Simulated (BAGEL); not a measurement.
# PBE0/6-31G(d) (density fitting with qzvpp-jkfit, spherical functions) run of BSiH4O2F (SMILES OB(F)O[SiH3])

Aim: the energy change on altering one bond length of BSiH4O2F at PBE0/6-31G* (density fitting with qzvpp-jkfit, spherical functions), from 2 runs. 

The results are computed with BAGEL 1.2.2.

3 further runs of the same task are left out: 2 that didn't finish, 1 set aside as unsound or not needed.

### Step 1. The structure to begin with

BSiH4O2F: 9 atoms, total charge 0, spin state singlet. SMILES: `OB(F)O[SiH3]`. The coordinates come from a PBE0-D4/def2-TZVP relaxation. This is one conformer, not always the lowest.

Bond lengths: O1–B2 1.359 Å, B2–F3 1.334 Å, B2–O4 1.348 Å, O4–Si5 1.655 Å, O1–H6 0.960 Å, Si5–H7 1.480 Å, Si5–H8 1.484 Å, Si5–H9 1.484 Å. Some angles: O1–B2–F3 120.0°, O1–B2–O4 121.1°, F3–B2–O4 118.9°, B2–O4–Si5 131.9°, B2–O1–H6 113.4°, O4–Si5–H7 106.4°, O4–Si5–H8 110.2°, O4–Si5–H9 110.2°, H7–Si5–H8 110.1°, H7–Si5–H9 110.1°.

### Step 2. A single-point energy at PBE0/6-31G(d) (density fitting with qzvpp-jkfit, spherical functions)

input.json reads:

```json
{ "bagel": [

{
  "title": "molecule",
  "basis": "6-31gs.json",
  "df_basis": "qzvpp-jkfit",
  "angstrom": true,
  "geometry": [
    { "atom": "O", "xyz": [      -1.614100,       0.556700,       0.394000 ] },
    { "atom": "B", "xyz": [      -0.395400,       1.157100,       0.352700 ] },
    { "atom": "F", "xyz": [      -0.277300,       2.450800,       0.657900 ] },
    { "atom": "O", "xyz": [       0.708900,       0.466900,       0.006200 ] },
    { "atom": "Si", "xyz": [       0.934200,      -1.114900,      -0.425000 ] },
    { "atom": "H", "xyz": [      -2.322500,       1.149900,       0.654100 ] },
    { "atom": "H", "xyz": [       2.381900,      -1.273900,      -0.690900 ] },
    { "atom": "H", "xyz": [       0.154500,      -1.427600,      -1.647800 ] },
    { "atom": "H", "xyz": [       0.518200,      -2.011000,       0.681800 ] }
  ]
},

{
  "title": "ks",
  "xc_func": "pbe0"
},

{
  "title": "print",
  "file": "orbitals.molden",
  "orbitals": true
}

]}
```

The basis set 6-31G* is read from a file made from the Basis Set Exchange's data (not shown).

Launch:

```bash
BAGEL_NUM_THREADS=1 BAGEL input.json > input.out
```

Standard output:

```text
* using 1 threads per process

  ===============================================================
  ===============================================================

  *** Geometry ***

  { "atom" : "O", "xyz" : [     -3.050207,      1.052011,      0.744552 ] },
  { "atom" : "B", "xyz" : [     -0.747198,      2.186602,      0.666506 ] },
  { "atom" : "F", "xyz" : [     -0.524021,      4.631341,      1.243251 ] },
  { "atom" : "O", "xyz" : [      1.339627,      0.882313,      0.011716 ] },
  { "atom" : "Si", "xyz" : [      1.765382,     -2.106856,     -0.803134 ] },
  { "atom" : "H", "xyz" : [     -4.388889,      2.172996,      1.236070 ] },
  { "atom" : "H", "xyz" : [      4.501139,     -2.407322,     -1.305612 ] },
  { "atom" : "H", "xyz" : [      0.291963,     -2.697773,     -3.113891 ] },
  { "atom" : "H", "xyz" : [      0.979256,     -3.800239,      1.288415 ] },

  Number of auxiliary basis functions:      506

  Since a DF basis is specified, we compute 2- and 3-index integrals:
    o Being stored without compression. Storage requirement is 0.027 GB

  Number of basis functions:       82
  Number of electrons      :       48

    * METHOD: MOLECULE                             0.27

  *** Kohn-Sham DFT ***

    * Removing 16715 points whose weight is below 1.00e-10
    * Grid points: 117439

  === Nuclear Repulsion ===
   222.1062251015

       - DIIS with orbital gradients will be used.

  === KS iteration (pbe0 / 6-31gs.json) ===
      0       -534.17256685          0.12863677           0.42
      1       -461.77512520          0.12195467           0.50
      2       -405.40020087          0.18503479           0.39
      3       -545.20237941          0.11941033           0.39
      4       -547.27621341          0.11663263           0.47
      5       -547.08352196          0.11862557           0.45
      6       -547.03920606          0.11861938           0.42
      7       -484.71435489          0.23194687           0.42
      8       -551.58032180          0.14123970           0.38
      9       -566.27747775          0.03461315           0.37
     10       -566.22984798          0.03725828           0.38
     11       -566.74502300          0.00945556           0.37
     12       -566.77052612          0.00702205           0.38
     13       -566.79096196          0.00103340           0.38
     14       -566.79143317          0.00029727           0.39
     15       -566.79146248          0.00013431           0.38
     16       -566.79146879          0.00001176           0.38
     17       -566.79146886          0.00000197           0.39
     18       -566.79146886          0.00000100           0.38
     19       -566.79146886          0.00000025           0.38
     20       -566.79146886          0.00000015           0.38
     21       -566.79146886          0.00000002           0.38
     22       -566.79146886          0.00000001           0.39
     23       -566.79146886          0.00000000           0.38
    * SCF iteration converged.

    * Permanent dipole moment:
           (    0.511369,     0.165373,    -0.039335) a.u.

    * METHOD: KS                                  10.29

    * METHOD: PRINT                                0.02

  ===============================================================
```

Run time: 11 s. Hardware: 1 thread of AMD EPYC 7B13 (Zen 3), shared host; peak memory 0.47 GiB.

### Step 3. The distorted shape

calc.json reads:

```json
{ "bagel" : [

{
  "title" : "molecule",
  "basis" : "6-31gs.json",
  "df_basis" : "qzvpp-jkfit",
  "angstrom" : true,
  "geometry" : [
    { "atom" : "O", "xyz" : [      -1.224272,       0.713041,       1.005366 ] },
    { "atom" : "B", "xyz" : [      -0.005572,       1.313441,       0.964066 ] },
    { "atom" : "F", "xyz" : [       0.112528,       2.607141,       1.269266 ] },
    { "atom" : "O", "xyz" : [       1.098728,       0.623241,       0.617566 ] },
    { "atom" : "Si", "xyz" : [       1.324028,      -0.958559,       0.186366 ] },
    { "atom" : "H", "xyz" : [      -1.932672,       1.306241,       1.265466 ] },
    { "atom" : "H", "xyz" : [       2.771728,      -1.117559,      -0.079534 ] },
    { "atom" : "H", "xyz" : [       0.154500,      -1.427600,      -1.647800 ] },
    { "atom" : "H", "xyz" : [       0.908028,      -1.854659,       1.293166 ] }
  ]
},

{ "title" : "ks", "xc_func" : "pbe0" },

{ "title" : "print", "file" : "orbitals.molden", "orbitals" : true }

]}
```

The basis set 6-31G* is read from a file made from the Basis Set Exchange's data (not shown).

Launch:

```bash
BAGEL_NUM_THREADS=1 BAGEL calc.json > calc.out
```

Standard output:

```text
* using 1 threads per process

  ===============================================================
  ===============================================================

  *** Geometry ***

  { "atom" : "O", "xyz" : [     -2.313539,      1.347452,      1.899866 ] },
  { "atom" : "B", "xyz" : [     -0.010530,      2.482044,      1.821821 ] },
  { "atom" : "F", "xyz" : [      0.212647,      4.926782,      2.398565 ] },
  { "atom" : "O", "xyz" : [      2.076295,      1.177755,      1.167031 ] },
  { "atom" : "Si", "xyz" : [      2.502050,     -1.811414,      0.352181 ] },
  { "atom" : "H", "xyz" : [     -3.652221,      2.468438,      2.391384 ] },
  { "atom" : "H", "xyz" : [      5.237807,     -2.111880,     -0.150297 ] },
  { "atom" : "H", "xyz" : [      0.291963,     -2.697773,     -3.113891 ] },
  { "atom" : "H", "xyz" : [      1.715924,     -3.504798,      2.443730 ] },

  Number of auxiliary basis functions:      506

  Since a DF basis is specified, we compute 2- and 3-index integrals:
    o Being stored without compression. Storage requirement is 0.027 GB

  Number of basis functions:       82
  Number of electrons      :       48

    * METHOD: MOLECULE                             0.27

  *** Kohn-Sham DFT ***

    * Removing 16196 points whose weight is below 1.00e-10
    * Grid points: 117958

  === Nuclear Repulsion ===
   219.7177601491

       - DIIS with orbital gradients will be used.

  === KS iteration (pbe0 / 6-31gs.json) ===
      0       -534.43084615          0.12812782           0.45
      1       -462.27672844          0.12209432           0.74
      2       -406.79503677          0.18298280           0.41
      3       -545.88250886          0.11857920           0.48
      4       -547.75630438          0.11592280           0.38
      5       -547.51431004          0.11846654           0.41
      6       -547.47661504          0.11842180           0.37
      7       -493.20966104          0.22786226           0.38
      8       -555.60750890          0.12373294           0.38
      9       -566.28553432          0.03201522           0.38
     10       -566.29450396          0.03131978           0.40
     11       -566.66286020          0.01053272           0.39
     12       -566.70064095          0.00641227           0.38
     13       -566.71770564          0.00107072           0.38
     14       -566.71823179          0.00045567           0.38
     15       -566.71833141          0.00010052           0.39
     16       -566.71833495          0.00001956           0.38
     17       -566.71833515          0.00000591           0.38
     18       -566.71833518          0.00000222           0.38
     19       -566.71833518          0.00000089           0.39
     20       -566.71833518          0.00000032           0.39
     21       -566.71833518          0.00000008           0.40
     22       -566.71833518          0.00000002           0.38
     23       -566.71833518          0.00000001           0.37
     24       -566.71833518          0.00000000           0.37
    * SCF iteration converged.

    * Permanent dipole moment:
           (    0.281614,     0.006277,    -0.482157) a.u.

    * METHOD: KS                                  10.86

    * METHOD: PRINT                                0.03

  ===============================================================
```

Run time: 11 s. Hardware: 1 thread of AMD EPYC 7B13 (Zen 3), shared host; peak memory 0.47 GiB.

### Step 4. Results

At PBE0/6-31G* (density fitting with qzvpp-jkfit, spherical functions):

| quantity | value |
| --- | --- |
| first shape: total energy | -566.79147 Eh |
| first shape: dipole moment | 1.37 D |
| first shape: HOMO energy | -9.01 eV |
| first shape: LUMO energy | 0.56 eV |
| first shape: HOMO–LUMO gap | 9.57 eV |
| distorted shape: total energy | -566.71834 Eh |
| distorted shape: dipole moment | 1.42 D |
| distorted shape: HOMO energy | -7.72 eV |
| distorted shape: LUMO energy | -0.91 eV |
| distorted shape: HOMO–LUMO gap | 6.81 eV |
| energy change with the Si5–H8 bond stretched from 1.484 to 2.225 Å | 1.990 eV |

What this shows: With the Si5–H8 bond stretched from 1.484 to 2.225 Å the energy rises by 1.99 eV (46 kcal/mol). The first shape isn't relaxed at this level, so the change isn't measured from a minimum.
